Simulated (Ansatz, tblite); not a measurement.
**C₁₁H₂₁Cl₃Si: a ladder of methods and basis sets**

One table from this session's results is given with a row withheld; the runs are named, their logs left out.

Computed with Ansatz 0.2.0, Gaussian basis. Level: as each input shows.

Levels to be run: GFN1-xTB, GFN2-xTB, PBE-D4/def2-TZVP, r2SCAN-D4/def2-TZVP, ωB97X-V/def2-TZVP, r2SCAN0-D4/def2-TZVP, B2PLYP/def2-TZVP, PBE+5HF/def2-SVP, PBE+10HF/def2-SVP, PBE+15HF/def2-SVP, PBE+35HF/def2-SVP, PBE+50HF/def2-SVP, PBE-D4/def2-SVP, PBE0-D4/def2-SVP, HF/6-31G, B3LYP-D4/6-31G, CCSD(T)/def2-SVP, MP2/def2-TZVP, RPA/def2-TZVP.

## The structure

The singlet was relaxed beforehand with PBE-D4/def2-SVP.

36 atoms, charge 0, spin multiplicity 1.

Bond lengths: C1–C2 1.345 Å, C1–H16 1.104 Å, C1–H17 1.101 Å, C2–C3 1.504 Å, C2–H18 1.106 Å, C3–C4 1.542 Å, C3–H19 1.111 Å, C3–H20 1.115 Å, C4–C5 1.531 Å, C4–H21 1.113 Å, C4–H22 1.113 Å, C5–C6 1.531 Å, C5–H23 1.113 Å, C5–H24 1.114 Å, C6–C7 1.531 Å, C6–H25 1.114 Å, C6–H26 1.114 Å, C7–C8 1.531 Å and more. Angles: C2–C1–H16 121.3°, C2–C1–H17 121.7°, H16–C1–H17 116.9°, C1–C2–C3 125.1°, C1–C2–H18 118.4°, C3–C2–H18 116.5°, C2–C3–C4 114.3°, C2–C3–H19 109.2°, C2–C3–H20 109.1°, C4–C3–H19 109.2°, C4–C3–H20 108.3°, H19–C3–H20 106.4°, C3–C4–C5 114.8°, C3–C4–H21 108.5°, C3–C4–H22 108.9°, C5–C4–H21 108.9°, C5–C4–H22 109.4°, H21–C4–H22 106.0° and more.

As a file:

```
atom    x (Å)    y (Å)    z (Å)
  C1  -5.5097  -1.5355   1.5167
  C2  -4.7372  -0.6577   0.8527
  C3  -4.3517   0.7066   1.3537
  C4  -2.8479   0.8698   1.6553
  C5  -1.9291   0.7279   0.4384
  C6  -0.4496   0.9583   0.7567
  C7   0.4707   0.8222  -0.4591
  C8   1.9518   1.0428  -0.1388
  C9   2.8840   1.0087  -1.3580
 C10   2.8590  -0.2913  -2.1771
 C11   3.1884  -1.5757  -1.3959
Si12   4.9066  -1.6958  -0.6584
Cl13   6.3205  -1.0241  -2.0183
Cl14   5.1240  -0.5957   1.0878
Cl15   5.3204  -3.6732  -0.1987
 H16  -5.9372  -1.2910   2.5043
 H17  -5.7491  -2.5269   1.1010
 H18  -4.3367  -0.9521  -0.1353
 H19  -4.9355   0.9378   2.2699
 H20  -4.6416   1.4697   0.5945
 H21  -2.6868   1.8707   2.1137
 H22  -2.5531   0.1275   2.4299
 H23  -2.0479  -0.2838  -0.0096
 H24  -2.2511   1.4444  -0.3520
 H25  -0.3200   1.9692   1.2059
 H26  -0.1262   0.2409   1.5449
 H27   0.3222  -0.1858  -0.9080
 H28   0.1516   1.5442  -1.2457
 H29   2.2860   0.2943   0.6136
 H30   2.0700   2.0268   0.3659
 H31   3.9239   1.2134  -1.0217
 H32   2.6207   1.8468  -2.0400
 H33   1.8587  -0.4211  -2.6432
 H34   3.5727  -0.1952  -3.0223
 H35   2.4722  -1.7526  -0.5637
 H36   3.1075  -2.4644  -2.0591
```

PBE0-D4/def2-TZVP was run before; its log isn't repeated, and its numbers join the tables.

Set-up of the first run:

Tight binding, by tblite at 300 K electronic temperature and without a spin-polarisation term:

```python
tblite.interface.Calculator('GFN1-xTB', numbers, positions, charge=0, uhf=0).singlepoint()
```

Tight binding, by tblite at 300 K electronic temperature and without a spin-polarisation term:

```python
tblite.interface.Calculator('GFN2-xTB', numbers, positions, charge=0, uhf=0).singlepoint()
```

start.molden holds the orbitals of an earlier run on this state, given as this run's starting guess.

in.yaml reads:

```yaml
crystal:
  periodic: [false, false, false]
  atoms:
    - {symbol: C, position_ang: [-5.509744, -1.535547, 1.516682]}
    - {symbol: C, position_ang: [-4.737228, -0.657746, 0.852703]}
    - {symbol: C, position_ang: [-4.351698, 0.706629, 1.353725]}
    - {symbol: C, position_ang: [-2.847887, 0.869825, 1.655311]}
    - {symbol: C, position_ang: [-1.929135, 0.727891, 0.438367]}
    - {symbol: C, position_ang: [-0.449649, 0.958274, 0.756687]}
    - {symbol: C, position_ang: [0.470663, 0.822249, -0.459141]}
    - {symbol: C, position_ang: [1.951794, 1.042816, -0.138816]}
    - {symbol: C, position_ang: [2.883956, 1.008651, -1.358002]}
    - {symbol: C, position_ang: [2.859049, -0.291270, -2.177052]}
    - {symbol: C, position_ang: [3.188363, -1.575711, -1.395949]}
    - {symbol: Si, position_ang: [4.906606, -1.695820, -0.658427]}
    - {symbol: Cl, position_ang: [6.320457, -1.024087, -2.018327]}
    - {symbol: Cl, position_ang: [5.123978, -0.595675, 1.087843]}
    - {symbol: Cl, position_ang: [5.320449, -3.673186, -0.198654]}
    - {symbol: H, position_ang: [-5.937208, -1.291019, 2.504346]}
    - {symbol: H, position_ang: [-5.749078, -2.526948, 1.101047]}
    - {symbol: H, position_ang: [-4.336713, -0.952055, -0.135268]}
    - {symbol: H, position_ang: [-4.935461, 0.937791, 2.269917]}
    - {symbol: H, position_ang: [-4.641626, 1.469658, 0.594548]}
    - {symbol: H, position_ang: [-2.686830, 1.870697, 2.113675]}
    - {symbol: H, position_ang: [-2.553139, 0.127461, 2.429946]}
    - {symbol: H, position_ang: [-2.047946, -0.283772, -0.009569]}
    - {symbol: H, position_ang: [-2.251139, 1.444420, -0.351993]}
    - {symbol: H, position_ang: [-0.320022, 1.969217, 1.205944]}
    - {symbol: H, position_ang: [-0.126236, 0.240885, 1.544850]}
    - {symbol: H, position_ang: [0.322211, -0.185782, -0.908020]}
    - {symbol: H, position_ang: [0.151617, 1.544165, -1.245737]}
    - {symbol: H, position_ang: [2.285978, 0.294328, 0.613563]}
    - {symbol: H, position_ang: [2.070043, 2.026773, 0.365880]}
    - {symbol: H, position_ang: [3.923860, 1.213426, -1.021695]}
    - {symbol: H, position_ang: [2.620679, 1.846826, -2.040037]}
    - {symbol: H, position_ang: [1.858668, -0.421133, -2.643243]}
    - {symbol: H, position_ang: [3.572698, -0.195154, -3.022319]}
    - {symbol: H, position_ang: [2.472152, -1.752623, -0.563696]}
    - {symbol: H, position_ang: [3.107519, -2.464448, -2.059070]}
basis:
  gaussian: {orbitals: def2-TZVP, fitting: {mean_field: def2-universal-jkfit}, initial_orbitals: start.molden}
hamiltonian: {xc: pbe, dispersion: d4}
scf: {omitted_lower_state_checks: [starts]}
output: {orbitals: {seedname: orbitals}}
```

Started as:

```bash
$ ansatz run in.yaml --threads 2 --pin off --events-out ev --progress --plain --max-ram 32768MiB --backend cuda --devices 0, --max-vram 18GiB
```

Among the steps run: PBE-D4/def2-TZVP; r2SCAN-D4/def2-TZVP; ωB97X-V/def2-TZVP; r2SCAN0-D4/def2-TZVP; B2PLYP/def2-TZVP; PBE+5HF/def2-SVP; PBE+10HF/def2-SVP; PBE+15HF/def2-SVP; PBE+35HF/def2-SVP; PBE+50HF/def2-SVP; PBE-D4/def2-SVP; PBE0-D4/def2-SVP; HF/6-31G; B3LYP-D4/6-31G; CCSD(T)/def2-SVP; MP2/def2-TZVP; RPA/def2-TZVP.

One table of the session follows, with a row left open; its other results are not shown here.

| method | binding an atom (eV) |
| --- | --- |
| HF/6-31G | 2.946 |
| HF/def2-SVP | 3.204 |
| HF/def2-TZVP | ? |
| PBE-D4/def2-SVP | 4.303 |
| PBE-D4/def2-TZVP | 4.264 |
| r2SCAN-D4/def2-TZVP | 4.193 |
| B3LYP-D4/6-31G | 4.042 |
| PBE0-D4/def2-SVP | 4.257 |
| PBE0-D4/def2-TZVP | 4.215 |
| r2SCAN0-D4/def2-TZVP | 4.153 |
| ωB97X-V/def2-TZVP | 4.187 |
| MP2/def2-SVP | 4.055 |
| MP2/def2-TZVP | 4.101 |
| CCSD/def2-SVP | 3.975 |
| CCSD(T)/def2-SVP | 4.016 |

**Question.** Estimate the row for HF/def2-TZVP.

The run gave: binding an atom (eV): 3.149. In the column «binding an atom (eV)» it lies between HF/6-31G (2.946) and HF/def2-SVP (3.204).

Some runs used a GPU and others CPU threads alone, so the times don't compare the methods' cost.

Caveats from the session: Free atoms were run apart at each level; binding is atoms less cluster, divided by the number of atoms, without zero-point or spin-orbit terms. The yardstick is in a double-zeta basis, so levels in larger sets aren't compared like for like.
